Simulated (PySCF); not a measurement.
**ZrH₃: relaxation and vibrations of the doublet**

Aim: relax ZrH₃ as a doublet from a trigonal planar start, check by its vibrations whether the end is a minimum, and collect its spectrum and constants.

Computed with PySCF 2.14.0. Level: PBE0, basis Zr def2-TZVP with ECP28, H def2-TZVP, scalar-relativistic core potentials, no spin–orbit coupling, density fitting.

**1. Starting geometry**

4 atoms, charge 0, spin multiplicity 2.

Bond lengths: Zr1–H2 1.860 Å, Zr1–H3 1.860 Å, Zr1–H4 1.860 Å. Angles: H2–Zr1–H3 120.0°, H2–Zr1–H4 120.0°, H3–Zr1–H4 120.0°.

Z-matrix (Å, degrees; charge 0 multiplicity 2):
```
Zr
H  1 1.8600
H  1 1.8600 2 120.00
H  1 1.8600 2 120.00 3 180.00
```

**2. First SCF at the start**

The steps below are one call of a driver around PySCF. For each, scf.py gives the equivalent set-up of the SCF; relaxations use the driver's own optimiser. After this first run the driver tries any further starts and a stability analysis.

Input file scf.py:

```python
from pyscf import gto, scf, dft
mol = gto.M(atom='''
Zr     0.000000     0.000000     0.000000
H      1.860000     0.000000     0.000000
H     -0.930000     1.610800     0.000000
H     -0.930000    -1.610800     0.000000''',
    basis={'Zr': 'def2-TZVP', 'H': 'def2-TZVP'},
    ecp={'Zr': 'def2-TZVP'},
    charge=0, spin=1)
mf = dft.UKS(mol, xc='PBE0')
mf.grids.atom_grid = (50, 194)
aux = {'Zr': 'def2-universal-JKFIT', 'H': 'def2-universal-JKFIT'}
mf = mf.density_fit(auxbasis=aux)
mf.conv_tol = 1e-08
mf.diis_space = 10
mf.max_cycle = 60
mf.init_guess = 'minao'
mf.verbose = 4
mf.kernel()
```

Command:

```
> OMP_NUM_THREADS=2 python axn.py task.json out
```

Output:

```text
init E= -43.012421619273
[... the frontier-level lines of each cycle are left out ...]
cycle= 1 E= -48.2469621587533  delta_E= -5.23  |g|= 0.848  |ddm|= 2.86
cycle= 2 E= -48.028455688757  delta_E= 0.219  |g|= 0.887  |ddm|= 2.24
cycle= 3 E= -48.6898210891753  delta_E= -0.661  |g|= 0.0922  |ddm|=  1.7
cycle= 4 E= -48.698461718168  delta_E= -0.00864  |g|= 0.0173  |ddm|= 0.155
cycle= 5 E= -48.6986855292344  delta_E= -0.000224  |g|= 0.00676  |ddm|= 0.0309
cycle= 6 E= -48.6987185541503  delta_E= -3.3e-05  |g|= 0.00259  |ddm|= 0.00948
cycle= 7 E= -48.6987269115713  delta_E= -8.36e-06  |g|= 0.00056  |ddm|= 0.00631
cycle= 8 E= -48.6987279131974  delta_E= -1e-06  |g|= 0.00025  |ddm|= 0.0022
cycle= 9 E= -48.6987280652238  delta_E= -1.52e-07  |g|= 4.43e-05  |ddm|= 0.000987
cycle= 10 E= -48.698728070224  delta_E= -5e-09  |g|= 1.41e-05  |ddm|= 0.00017
Extra cycle  E= -48.6987280704777  delta_E= -2.54e-10  |g|= 1.32e-05  |ddm|= 3.89e-05
converged SCF energy = -48.6987280704777  <S^2> = 0.75670972  2S+1 = 2.0066985
```

This step, with its further starts and checks, needed 4.7 s of wall time on 2 threads of Arm Neoverse V2, shared host.

Energies from each starting density:

| start | energy (Eh) |
| --- | --- |
| the minimal-basis guess | -48.698728 |
| a thermally smeared density | -48.714853 |
| a smeared PBE density | -48.714853 |

The first run landed in a state that is too high. Following the other starts and the instabilities gains 42.3 kJ/mol (-48.71485 Eh), and the work goes on from there.

**3. Relaxation: trigonal planar start, doublet**

The program finds D3h symmetry in the start, which this walk keeps. Threshold on the gradient: 0.0003 Eh/bohr, with a further test on the energy change.

scf.py, as its differences from that of step 2:

```diff
@@ -3,4 +3,4 @@
-Zr     0.000000     0.000000     0.000000
-H      1.860000     0.000000     0.000000
-H     -0.930000     1.610800     0.000000
-H     -0.930000    -1.610800     0.000000''',
+Zr    -0.000000     0.000000     0.000000
+H      1.859996     0.000000     0.000000
+H     -0.929998     1.610804     0.000000
+H     -0.929998    -1.610804     0.000000''',
@@ -17 +16,0 @@
-mf.init_guess = 'minao'
```

Energy and gradient, step by step:

| step | energy (Eh) | change (kJ/mol) | largest symmetric gradient (Eh/bohr) |
| --- | --- | --- | --- |
| 0 | -48.714853 | 0.00 | 0.00003 |

The walk took 0.6 s.

Geometry (Å) and forces (eV/Å) at some steps:

```
step 0
Zr   0.000   0.000   0.000  -0.004   0.000   0.000
H    1.860   0.000   0.000   0.002   0.000   0.000
H   -0.930   1.611   0.000   0.001   0.002   0.000
H   -0.930  -1.611   0.000   0.001  -0.002   0.000
```

It settles in D3h symmetry, 0.0 kJ/mol below the start, after 0 steps: Zr–H 1.860 Å (×3); H–Zr–H 120.0° (×3).

**4. Hessian and properties**

On the finer grid the gradient is checked again; gradients at displacements of ±0.02 bohr then give force constants and infrared intensities.

scf.py, as its differences from that of step 3:

```diff
@@ -3 +3 @@
-Zr    -0.000000     0.000000     0.000000
+Zr    -0.000000    -0.000000     0.000000
@@ -11 +11 @@
-mf.grids.atom_grid = (50, 194)
+mf.grids.atom_grid = (75, 302)
@@ -14 +14 @@
-mf.conv_tol = 1e-08
+mf.conv_tol = 1e-10
```

The driver hands on the density of the step before, so the log starts near convergence.

SCF at the final geometry:

```text
init E= -48.7148676734613
[... the frontier-level lines of each cycle are left out ...]
cycle= 1 E= -48.7148676734627  delta_E= -1.41e-12  |g|= 9.99e-07  |ddm|= 2.42e-06
Extra cycle  E= -48.714867673463  delta_E= -3.06e-13  |g|= 9.49e-07  |ddm|= 2.15e-06
converged SCF energy = -48.714867673463  <S^2> = 0.75239007  2S+1 = 2.0023886
```

The whole step took 11 s.

Geometry: D3h; Zr–H 1.860 Å (×3); H–Zr–H 120.0° (×3).

Modes, for the most abundant isotopes:

| symmetry | ω (cm⁻¹) | IR (km/mol) |
| --- | --- | --- |
| a2'' | 203i | 281 |
| e' | 704 | 129 |
| e' | 1643 | 1225 |
| a1' | 1670 | 0.0 |

With 1 mode imaginary (up to 203i cm⁻¹) this point is a saddle.

Constants and moments:

```
Dipole moment                                                   : 0.00 D
Highest occupied level                                          : -5.63 eV
Lowest empty level                                              : -2.38 eV
Rotational constants                                            : 3.223, 3.223, 1.612 cm⁻¹
Zero-point energy (real modes)                                  : 38.1 kJ/mol
Principal polarisabilities                                      : 54.6, 54.6, 71.9 bohr³
Atomisation energy without zero-point energy                    : 865 kJ/mol
Principal traceless quadrupole moments about the centre of mass : -3.39, -3.39, 6.78 D Å
Spin squared ⟨S²⟩                                               : 0.752
```

Charges (e) and bond orders:

```
  atom  Mulliken  Löwdin  polar tensor  spin (Mulliken)  Mayer order to Zr1
   Zr1      0.55    0.43          1.18             1.09                   –
H2,3,4     -0.18   -0.14         -0.39            -0.03                0.96
```

Mulliken populations on Zr1 (outside its core potential): s 2.84, p 6.41, d 2.18, f 0.02.

**5. Following the imaginary mode**

The start is the last point, displaced along its most imaginary mode.

The program finds C3v symmetry in the start, which this walk keeps. Threshold on the gradient: 0.0003 Eh/bohr, with a further test on the energy change.

scf.py, as its differences from that of step 4:

```diff
@@ -3,4 +3,4 @@
-Zr    -0.000000    -0.000000     0.000000
-H      1.859996     0.000000     0.000000
-H     -0.929998     1.610804     0.000000
-H     -0.929998    -1.610804     0.000000''',
+Zr    -0.000000     0.000000    -0.004036
+H      1.859996     0.000000     0.120000
+H     -0.929998     1.610804     0.120000
+H     -0.929998    -1.610804     0.120000''',
@@ -11 +11 @@
-mf.grids.atom_grid = (75, 302)
+mf.grids.atom_grid = (50, 194)
@@ -14 +14 @@
-mf.conv_tol = 1e-10
+mf.conv_tol = 1e-08
```

The optimiser's trace:

| step | energy (Eh) | change (kJ/mol) | largest symmetric gradient (Eh/bohr) |
| --- | --- | --- | --- |
| 0 | -48.714961 | 0.00 | 0.00091 |
| 1 | -48.715124 | -0.43 | 0.00116 |
| 2 | -48.715199 | -0.62 | 0.00258 |
| 3 | -48.715255 | -0.77 | 0.00118 |
| 4 | -48.715286 | -0.85 | 0.00051 |
| 5 | -48.715298 | -0.88 | 0.00003 |

The walk took 6 s.

Geometry (Å) and forces (eV/Å) at some steps:

```
step 0
Zr   0.000   0.000  -0.004  -0.002   0.000  -0.037
H    1.860   0.000   0.120  -0.047   0.000   0.012
H   -0.930   1.611   0.120   0.025  -0.040   0.013
H   -0.930  -1.611   0.120   0.025   0.040   0.013
step 1
Zr   0.000   0.000  -0.068   0.000   0.000  -0.032
H    1.853   0.000   0.141  -0.060   0.000   0.011
H   -0.926   1.604   0.141   0.030  -0.051   0.011
H   -0.926  -1.604   0.141   0.030   0.051   0.011
step 3
Zr   0.000   0.000  -0.128   0.002   0.000   0.003
H    1.841   0.000   0.161  -0.061   0.000  -0.001
H   -0.920   1.594   0.161   0.030  -0.052  -0.001
H   -0.920  -1.594   0.161   0.030   0.052  -0.001
step 5
Zr   0.000   0.000  -0.159   0.002   0.000   0.001
H    1.827   0.000   0.172  -0.002   0.000   0.000
H   -0.913   1.582   0.172   0.000  -0.001   0.000
H   -0.913  -1.582   0.172   0.000   0.001   0.000
```

It settles in C3v symmetry, 0.9 kJ/mol below the start, after 5 steps: Zr–H 1.857 Å (×3); H–Zr–H 116.9° (×3).

**6. Results**

| quantity | value |
| --- | --- |
| relaxations | 2 |
| converged | 2 |
| saddle points found | 1 |
| minima found | 0 |

In words: No minimum was confirmed: the lowest point reached has no frequency check without an imaginary mode. The D3h point found is a saddle, so the minimum has another shape. No equilibrium property of the molecule follows from this session.
